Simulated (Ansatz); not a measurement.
# BFH5NSi: up Jacob's ladder to CCSD(T)

An exercise on one series of results from a longer session: the logs are not shown, and one member is left open.

The runs use Ansatz 0.2.0, Gaussian basis; functionals in def2-TZVPP, the program's frozen cores in correlated methods.

Plan: LDA (SPW92), PBE-D4, revPBE-D4, BLYP-D4, r2SCAN-D4, B97M-V, PBE0-D4, B3LYP-D4, r2SCANh-D4, r2SCAN0-D4, HSE06-D4, BHLYP-D4, CAM-B3LYP-D4, LC-ωPBE, ωB97X-V, ωB97M-V, B2PLYP, PBE-QIDH; CCSD(T)/def2-SVP; CCSD(T)/def2-TZVPP; MP2/def2-QZVPP; extrapolation to the limit; RPA on PBE.

**The geometry**

The geometry comes from an earlier relaxation with PBE0-D4 in a triple-zeta def2 set; it is a stationary point, not always the lowest conformer.

9 atoms, charge 0, spin multiplicity 1.

Atoms are counted from 1 here; the program's logs count them from 0.

Bond lengths: B1–N2 1.404 Å, B1–H5 1.197 Å, B1–H6 1.196 Å, N2–Si3 1.727 Å, N2–H7 1.011 Å, Si3–F4 1.598 Å, Si3–H8 1.480 Å, Si3–H9 1.475 Å. Angles: N2–B1–H5 118.6°, N2–B1–H6 119.8°, H5–B1–H6 121.6°, B1–N2–Si3 125.5°, B1–N2–H7 117.1°, Si3–N2–H7 117.4°, N2–Si3–F4 110.7°, N2–Si3–H8 109.5°, N2–Si3–H9 108.4°, F4–Si3–H8 106.2°, F4–Si3–H9 108.2°, H8–Si3–H9 113.8°.

The first run:

The input, in.yaml:

```yaml
crystal:
  periodic: [false, false, false]
  atoms:
    - {symbol: B, position_ang: [-0.223195, 1.530790, -0.028202]}
    - {symbol: N, position_ang: [-0.363176, 0.233374, 0.488712]}
    - {symbol: Si, position_ang: [0.369412, -1.189481, -0.159590]}
    - {symbol: F, position_ang: [-0.683160, -2.019167, -1.029140]}
    - {symbol: H, position_ang: [0.469623, 1.693047, -0.990995]}
    - {symbol: H, position_ang: [-0.787997, 2.444810, 0.498113]}
    - {symbol: H, position_ang: [-0.956134, 0.123159, 1.300242]}
    - {symbol: H, position_ang: [0.784990, -2.080613, 0.946888]}
    - {symbol: H, position_ang: [1.478136, -0.782319, -1.043128]}
basis:
  gaussian: {orbitals: def2-TZVPP}
hamiltonian: {xc: lda}
output: {orbitals: {seedname: orbitals}}
```

Started as:

```
ansatz run in.yaml --threads 2 --pin off --events-out ev --progress --plain --max-ram 4352MiB
```

Steps of the session up to this table: LDA; PBE-D4 (GGA); revPBE-D4 (GGA); BLYP-D4 (GGA); r2SCAN-D4 (meta-GGA); B97M-V (meta-GGA); PBE0-D4 (hybrid); B3LYP-D4 (hybrid); r2SCANh-D4 (hybrid); r2SCAN0-D4 (hybrid); HSE06-D4 (hybrid); BHLYP-D4 (hybrid); CAM-B3LYP-D4 (range-separated); LC-ωPBE (range-separated); ωB97X-V (range-separated); ωB97M-V (range-separated); B2PLYP (double hybrid); PBE-QIDH (double hybrid).

One table of the session follows, with a row left open; its other results are not shown here.

```
  functional  HOMO (eV)  gap (eV)
 LDA (SPW92)      -7.71      5.94
      PBE-D4      -7.69      6.20
   revPBE-D4      -7.67      6.29
     BLYP-D4      -7.64      6.30
   r2SCAN-D4      -8.03      6.94
      B97M-V          ?         ?
     PBE0-D4      -9.12      8.62
    B3LYP-D4      -8.93      8.21
  r2SCANh-D4      -8.55      7.80
  r2SCAN0-D4      -9.34      9.08
    HSE06-D4      -8.71      7.83
    BHLYP-D4     -10.46     10.96
CAM-B3LYP-D4     -10.59     11.16
     LC-ωPBE     -11.98     13.73
     ωB97X-V     -11.62     13.27
     ωB97M-V     -11.44     12.82
```

**Question.** Estimate the row for B97M-V.

**Answer.** HOMO (eV): -8.12; gap (eV): 6.90. In the column «HOMO (eV)» it lies between r2SCANh-D4 (-8.55) and r2SCAN-D4 (-8.03).
